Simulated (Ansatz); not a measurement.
# FeGe (P2_13) in Ansatz: notebook

The runs below take FeGe through single point, with PBEsol.

Everything below comes from runs of Ansatz 0.2.0. Logs are shortened: lines on timing, memory, paths and dates and some standing lists are left out, and cuts for length are marked.

## 1. The structure

It takes space group P2_13 (No. 198, cubic). The conventional cell has a = 4.689 Å, b = 4.689 Å, c = 4.689 Å, α = 90.00°, β = 90.00°, γ = 90.00°. Ge (site symmetry 3) is surrounded by 7 Fe at 2.38 to 2.64 Å. Fe (site symmetry 3) is surrounded by 7 Ge at 2.38 to 2.64 Å.

## 2. Single point, PBEsol, collinear spin, program default start

The input, input.yaml:

```yaml
crystal:
  lattice:
    - [4.689, 0.0, 0.0]
    - [0.0, 4.689, 0.0]
    - [0.0, 0.0, 4.689]
  atoms:
    - { symbol: Ge, position: [0.158, 0.342, 0.658] }
    - { symbol: Ge, position: [0.342, 0.658, 0.158] }
    - { symbol: Ge, position: [0.658, 0.158, 0.342] }
    - { symbol: Ge, position: [0.842, 0.842, 0.842] }
    - { symbol: Fe, position: [0.865, 0.635, 0.365] }
    - { symbol: Fe, position: [0.635, 0.365, 0.865] }
    - { symbol: Fe, position: [0.365, 0.865, 0.635] }
    - { symbol: Fe, position: [0.135, 0.135, 0.135] }
hamiltonian:
  xc: pbesol
  pseudopotentials: { kind: paw }
magnetization:
  spin_polarized: true
  initial_magnetization: 0.0
  spin_locking: { lock_magnetization: hard }
kpoints:
  mp_grid: { grid: [5, 5, 5] }
scf:
  occupations: { method: fermi_dirac, width: 0.05 }
  lower_state_search: "off"
output:
  forces: true
  stress: true
  eigenvalues: true
```

Potentials or basis: Ansatz PAW.

Launch:

```sh
> ansatz run input.yaml --threads 4 --pin off --max-ram 11264MiB --backend cpu --events-out ev --progress --plain --runs-dir out
```

What it wrote:

```text
Warning: output.stress: scf.convergence.dr2_threshold = 1e-7 eV (the SCF's general default) is looser than the 8e-10 eV advised for a printed stress (1e-10 eV for each atom of the cell: 8). What an SCF threshold leaves in a stress goes as its square root, and in the free energy as the threshold itself, and one threshold admits the most on a small cell: of the crystals measured, under no hybrid functional and no lock of the moments, on runs that ended without the residual-converged pass, on stresses that held no estimate of that error, the worst erred by over 100 MPa in a component at 1e-7 eV an atom and by under 5 at 1e-10. Set scf.convergence.dr2_threshold to 8e-10 eV or tighter. The threshold is an SCF's pass mark: one that does not reach it within its budget of iterations ends unconverged, or closes short of it on a stop that the run arms, and scf.convergence.dr2_threshold's page says what that costs each kind of run
Warning: RAYON_NUM_THREADS=4 ignored (pool sized by the plan → 4); use --threads N
Engine: ansatz 0.2.0, aarch64-unknown-linux-gnu
Pseudopotentials: kind: paw
Pseudopotential: Ge, paw, valence charge 14, recommended cutoff 420 eV (normal), Ge.paw.azcp
Pseudopotential: Fe, paw, valence charge 16, recommended cutoff 420 eV (normal), Fe.paw.azcp
Functional definition: PBEsol
  exchange = pbesol_x
  correlation = pbesol_c
Crystal: 8 atoms, lattice volume = 103.096 Å³
Basis set: ecut = 420 eV, 2007 PW (Γ), exchange–correlation on 64×64×64 points (8 copies of the dense FFT grid, shifted against one another)
Bands: 72, of which v1, the nominal top of the filled ones, is band 60 counted from 1 (59 counted from 0)
Symmetry: 12 space group operations
Space group: P213 (ITA 198), of the structure as read, at distance tolerance 4.7e-5 Å
k-points: 11 of 125 (time reversal used)
Non-local potential: Ge, projectors of the file, l = 0: 2, l = 1: 2, l = 2: 3, l = 3: 1
Non-local potential: Fe, projectors of the file, l = 0: 3, l = 1: 2, l = 2: 3, l = 3: 1
PAW form: soft (Blöchl's): semilocal exchange-correlation on the pseudo side does not see the compensation charge
PAW frozen core: Ge, regenerated for the run's functional, and the local potential with it (the file was generated under x = pbe(κ = 0.804, μ = 0.2195149727645171), c = pbe(β = 0.06672455060314922))
PAW frozen core: Fe, regenerated for the run's functional, and the local potential with it (the file was generated under x = pbe(κ = 0.804, μ = 0.2195149727645171), c = pbe(β = 0.06672455060314922))
PAW one-centre angular grid: Ge, 590 points (default); XC on 64 Gauss nodes
PAW one-centre angular grid: Fe, 590 points (default); XC on 64 Gauss nodes
Initial density: superposition of atomic densities (chi_scale 0.1, normalization cell, long waves kept (reshape's long-wave potential 0.00 eV rms))
Initial wavefunctions: pseudopotential atomic-orbital guess
Functional: x = pbesol(κ = 0.804, μ = 0.12345679012345678), c = pbesol(β = 0.046)
SCF iter   1: F=—  HF=-34814.718633 eV  |F-HF|=—  |Δ(HF+E_count)|=         —  Δρ=6.41e-2 (↑6.41e-2 ↓6.41e-2)  dr2=2.38e1  dr2_m=0.00e0  M=0.000 μB ∫|m|=0.000 μB  β_m=0.30  ethr=3.10e-3  ⟨swp⟩=4.5  Hψ=2330  notcnv=0  defer=14
preconditioner: auto → Kerker (q_TF=auto, 2.798 Å⁻¹)  [metal: Δε(μ)=0.082 eV  Ē_g=14.479 eV  σ=0.050 eV  W_gap=0.36  n_scr=32 (ndim 8)  ℏωp=34.3 eV  f_vac=0.000  D(μ)=6.43/eV (n_scr^D=80)]
spin=Collinear: Kerker preconditioning applied to the charge; magnetization (m = ρ↑ − ρ↓) channel mixes plain (no charge-response kernel on spin).
SCF iter   2: F=—  HF=-34811.843654 eV  |F-HF|=—  |Δ(HF+E_count)|=    2.87e0  Δρ=3.55e-2 (↑3.55e-2 ↓3.55e-2)  dr2=3.19e0  dr2_m=0.00e0  M=0.000 μB ∫|m|=0.000 μB  β_m=0.29  ethr=3.10e-3  ⟨swp⟩=3.0  Hψ=1611  notcnv=0  defer=31
preconditioner: auto → Resta (q_TF=auto, 2.798 Å⁻¹)  ε∞=6.1  [insulator: Δε(μ)=0.119 eV  Ē_g=15.167 eV  σ=0.050 eV  W_gap=0.52  n_scr=32 (ndim 8)  ℏωp=34.3 eV  f_vac=0.000  D(μ)=5.77/eV (n_scr^D=56)  ε∞_Penn≈6.1]
spin=Collinear: Resta preconditioning applied to the charge; magnetization (m = ρ↑ − ρ↓) channel mixes plain (no charge-response kernel on spin).
SCF iter   3: F=—  HF=-34811.212843 eV  |F-HF|=—  |Δ(HF+E_count)|=   6.31e-1  Δρ=2.07e-2 (↑2.07e-2 ↓2.07e-2)  dr2=1.82e0  dr2_m=0.00e0  M=0.000 μB ∫|m|=0.000 μB  β_m=0.57  ethr=2.66e-3  ⟨swp⟩=2.2  Hψ=997  notcnv=0  defer=27
SCF iter   4: F=—  HF=-34810.635157 eV  |F-HF|=—  |Δ(HF+E_count)|=   5.78e-1  Δρ=8.37e-3 (↑8.37e-3 ↓8.37e-3)  dr2=2.14e-1  dr2_m=0.00e0  M=0.000 μB ∫|m|=0.000 μB  β_m=0.56  ethr=1.51e-3  ⟨swp⟩=2.1  Hψ=1136  notcnv=0  defer=27
SCF iter   5: F=—  HF=-34810.567149 eV  |F-HF|=—  |Δ(HF+E_count)|=   6.80e-2  Δρ=2.52e-3 (↑2.52e-3 ↓2.52e-3)  dr2=2.12e-2  dr2_m=0.00e0  M=0.000 μB ∫|m|=0.000 μB  β_m=0.65  ethr=1.78e-4  ⟨swp⟩=2.7  Hψ=1522  notcnv=0  defer=27
SCF iter   6: F=—  HF=-34810.563785 eV  |F-HF|=—  |Δ(HF+E_count)|=   3.36e-3  Δρ=3.79e-4 (↑3.79e-4 ↓3.79e-4)  dr2=5.65e-4  dr2_m=0.00e0  M=0.000 μB ∫|m|=0.000 μB  β_m=0.76  ethr=1.77e-5  ⟨swp⟩=2.0  Hψ=875  notcnv=0  defer=27
SCF iter   7: F=—  HF=-34810.563785 eV  |F-HF|=—  |Δ(HF+E_count)|=   4.02e-7  Δρ=5.12e-4 (↑5.12e-4 ↓5.12e-4)  dr2=7.55e-4  dr2_m=0.00e0  M=0.000 μB ∫|m|=0.000 μB  β_m=0.76  ethr=4.71e-7  ⟨swp⟩=2.0  Hψ=1428  notcnv=0  defer=27
SCF iter   8: F=—  HF=-34810.563688 eV  |F-HF|=—  |Δ(HF+E_count)|=   9.74e-5  Δρ=3.37e-5 (↑3.37e-5 ↓3.37e-5)  dr2=4.10e-6  dr2_m=0.00e0  M=0.000 μB ∫|m|=0.000 μB  β_m=0.88  ethr=4.71e-7  ⟨swp⟩=2.0  Hψ=934  notcnv=0  defer=27
SCF iter   9: F=—  HF=-34810.563710 eV  |F-HF|=—  |Δ(HF+E_count)|=   2.25e-5  Δρ=1.59e-5 (↑1.59e-5 ↓1.59e-5)  dr2=8.26e-7  dr2_m=0.00e0  M=0.000 μB ∫|m|=0.000 μB  β_m=0.94  ethr=3.42e-9  ⟨swp⟩=2.2  Hψ=1384  notcnv=0  defer=27
SCF iter  10: F=-34810.563710 eV  HF=-34810.563710 eV  |F-HF|=3.39e-9  |Δ(HF+E_count)|=   7.73e-8  Δρ=1.19e-6 (↑1.19e-6 ↓1.19e-6)  dr2=4.59e-9  dr2_m=0.00e0  M=0.000 μB ∫|m|=0.000 μB  ethr=8.33e-11  ⟨swp⟩=9.0  Hψ=2966  notcnv=0
SCF 1 converged in 10 iterations: F = -34810.563710 eV  dr2 = 4.59e-9
SCF converged after 10 iterations
Stability checked in part: among states of this total moment the steps that led to this state did not find it unstable. No probe was made; neither looks for a lower state of another moment (fixed_total_moment; see scf.lower_state_search)
Magnetization: 0.0000 μB (60.0000 up, 60.0000 down)
Absolute magnetization: 0.0000 μB (∫|ρ↑−ρ↓|)
Spin contamination: 0.0000 ħ² per cell (⟨S²⟩ above its minimum at these occupations)
Per-site moments (μB) at R_I (Å): [(0.0, 0.9815952165320015), (0.0, 0.9815952165320015), (0.0, 0.9815952165320015), (0.0, 0.9815952165320015), (0.0, 0.9815952165320015), (0.0, 0.9815952165320015), (0.0, 0.9815952165320015), (0.0, 0.9815952165320015)]
Free energy (F): -34810.563710 eV
Harris-Foulkes:  -34810.563710 eV  (|F-HF|=3.39e-9)
Internal energy: -34810.486163 eV  (E = F + TS)
E sigma→0 (E₀):  -34810.524937 eV
Entropy (-TS):   -0.077547 eV (-9.693 meV/atom)
Fermi energy:    16.492073 (↑ 16.492073, ↓ 16.492073) eV
--- Per-component energies (eV) ---
  E_band       = -1115.142502
  E_kinetic    = 1869.505462
  E_local      = -16389.922891  (includes V_loc(G=0)·N_el)
  E_nonlocal   = 2557.378097
  E_hartree    = 7083.549314
  E_xc         = -774.632331
  E_vxc        = -873.211589  (∫ρ·V_xc dr)
  E_paw        = -13257.427617  (= ΣΔE_a)
  E_vpaw       = -2445.986633  (= ΣTr[D̂ρ^β])
  E_aug_tail   = 0.004254  (compensation charges beyond the density's cutoff)
  E_ewald      = -15903.329002
  E_core_change = 4.388552  (= ΣΔE_core)
  E_smearing   = -0.077547  (= −TS)
  E_closure    = 0.000000  (closes the sum)
  Σ components = -34810.563710   (vs F -34810.563710, Δ=0.00e0)
--- Forces (eV/Å), atoms counted from 1 ---
  atom   1  Ge     0.22767210    -0.22767210     0.22767210
  atom   2  Ge    -0.22767210     0.22767210     0.22767210
  atom   3  Ge     0.22767210     0.22767210    -0.22767210
  atom   4  Ge    -0.22767210    -0.22767210    -0.22767210
  atom   5  Fe     0.15184077    -0.15184077     0.15184077
  atom   6  Fe    -0.15184077     0.15184077     0.15184077
  atom   7  Fe     0.15184077     0.15184077    -0.15184077
  atom   8  Fe    -0.15184077    -0.15184077    -0.15184077
  max |Σ_I F_I| component: 8.33e-17 eV/Å
--- Stress (GPa, compression-positive) ---
      -12.921368       0.000000       0.000000
        0.000000     -12.921368      -0.000000
       -0.000000       0.000000     -12.921368
  P = ⅓ Tr σ = -12.9214 GPa (-129.214 kbar)
--- Band table (eV; the first three rows and the last of 22) ---
  k-point 0 ↑: bands = ["-69.8242", "-69.8147", "-69.8147", "-69.8147", "-36.2310", "-36.2310", "-36.2310", "-36.1968", "-35.9881", "-35.9881", "-35.9881", "-35.9558", "-35.9558", "-35.9441", "-35.9441", "-35.9441", "-8.0432", "-8.0432", "-8.0432", "-8.0061", "-8.0061", "-8.0061", "-7.9838", "-7.9838", "-7.9838", "-7.9608", "-7.9608", "-7.9583", "-7.9350", "-7.9350", "-7.9350", "-7.9285", "-7.9285", "-7.9099", "-7.9099", "-7.9099", "3.3107", "8.1773", "8.1773", "8.1773", "11.7613", "11.7613", "11.7613", "13.3547", "13.3547", "13.3547", "13.8408", "14.0973", "14.0973", "14.4426", "14.4426", "14.4426", "14.9706", "14.9706", "14.9706", "16.2580", "16.2580", "16.2580", "16.4138", "16.4138", "16.8632", "16.8632", "16.8632", "18.5490", "18.5490", "18.5490", "19.6046", "19.6046", "20.2843", "20.2843", "20.2843", "21.5370"]
  k-point 1 ↑: bands = ["-69.8235", "-69.8166", "-69.8145", "-69.8137", "-36.2350", "-36.2319", "-36.2238", "-36.1992", "-35.9955", "-35.9911", "-35.9774", "-35.9553", "-35.9528", "-35.9469", "-35.9467", "-35.9427", "-8.0450", "-8.0418", "-8.0416", "-8.0114", "-8.0018", "-7.9977", "-7.9891", "-7.9871", "-7.9732", "-7.9683", "-7.9622", "-7.9513", "-7.9456", "-7.9436", "-7.9344", "-7.9309", "-7.9266", "-7.9185", "-7.9021", "-7.8993", "3.5767", "6.9618", "8.3489", "8.9541", "11.1665", "11.9198", "12.3578", "12.7367", "12.8096", "13.7097", "14.1244", "14.1748", "14.3327", "14.4496", "14.5078", "14.5352", "14.8643", "14.8746", "15.1802", "15.9731", "16.1185", "16.3445", "16.4159", "16.4463", "16.6812", "16.7781", "17.3769", "18.0417", "18.2793", "18.7091", "18.7858", "19.8650", "20.5390", "20.5418", "20.7179", "22.1568"]
  k-point 2 ↑: bands = ["-69.8216", "-69.8191", "-69.8140", "-69.8136", "-36.2357", "-36.2341", "-36.2147", "-36.2057", "-35.9982", "-35.9960", "-35.9656", "-35.9559", "-35.9516", "-35.9500", "-35.9474", "-35.9437", "-8.0427", "-8.0398", "-8.0367", "-8.0253", "-7.9959", "-7.9906", "-7.9898", "-7.9821", "-7.9761", "-7.9658", "-7.9637", "-7.9577", "-7.9529", "-7.9448", "-7.9367", "-7.9313", "-7.9297", "-7.9266", "-7.8930", "-7.8919", "4.3521", "5.5518", "8.8004", "9.2049", "11.1929", "11.8423", "11.9867", "12.1717", "13.5059", "13.5223", "14.0106", "14.1873", "14.4299", "14.4931", "14.5571", "14.5844", "14.7728", "15.0763", "15.2973", "15.6068", "16.1121", "16.2152", "16.4109", "16.4373", "16.5993", "16.6002", "17.7611", "17.9014", "17.9465", "18.1384", "19.6415", "20.3583", "20.8614", "20.9277", "21.3220", "21.4573"]
  k-point 10 ↓: bands = ["-69.8186", "-69.8181", "-69.8160", "-69.8157", "-36.2281", "-36.2266", "-36.2196", "-36.2175", "-35.9912", "-35.9890", "-35.9804", "-35.9777", "-35.9450", "-35.9443", "-35.9404", "-35.9398", "-8.0324", "-8.0307", "-8.0232", "-8.0200", "-8.0090", "-8.0090", "-8.0062", "-8.0043", "-7.9608", "-7.9560", "-7.9528", "-7.9506", "-7.9477", "-7.9467", "-7.9418", "-7.9383", "-7.9198", "-7.9135", "-7.9102", "-7.9044", "6.1273", "6.6031", "7.2361", "7.6143", "9.9682", "10.3217", "11.1408", "11.4910", "13.9373", "14.1020", "14.2136", "14.2638", "14.4520", "14.4565", "14.5764", "14.6278", "15.5458", "15.7204", "15.7620", "15.8511", "15.8835", "15.9767", "15.9797", "16.0939", "16.6449", "16.6901", "17.0221", "17.1078", "19.4168", "19.8419", "20.7180", "21.6020", "21.7065", "21.7294", "22.2066", "22.5798"]
```

Run time: 3 s. Hardware: 4 threads of Arm Neoverse V2, shared host; peak memory 0.48 GiB.

Results:

- Free energy: -34810.5637 eV
- Pressure: -12.9 GPa
- Largest force: 0.394 eV/Å
- Net moment: 0.00 μB per cell
- Absolute moment: 0.00 μB per cell

Forces in eV/Å, atoms in the order of the input:
```
Ge   0.228 -0.228  0.228
Ge  -0.228  0.228  0.228
Ge   0.228  0.228 -0.228
Ge  -0.228 -0.228 -0.228
Fe   0.152 -0.152  0.152
Fe  -0.152  0.152  0.152
Fe   0.152  0.152 -0.152
Fe  -0.152 -0.152 -0.152
```

Caveat: the total moment is fixed, so each spin has its own Fermi level; the PAW data sets come from PBE, with cores solved anew for the run's functional, which leaves a small shift of forces and pressure; the thresholds are loose for stress.

(Part 1 of 2 ends here.)
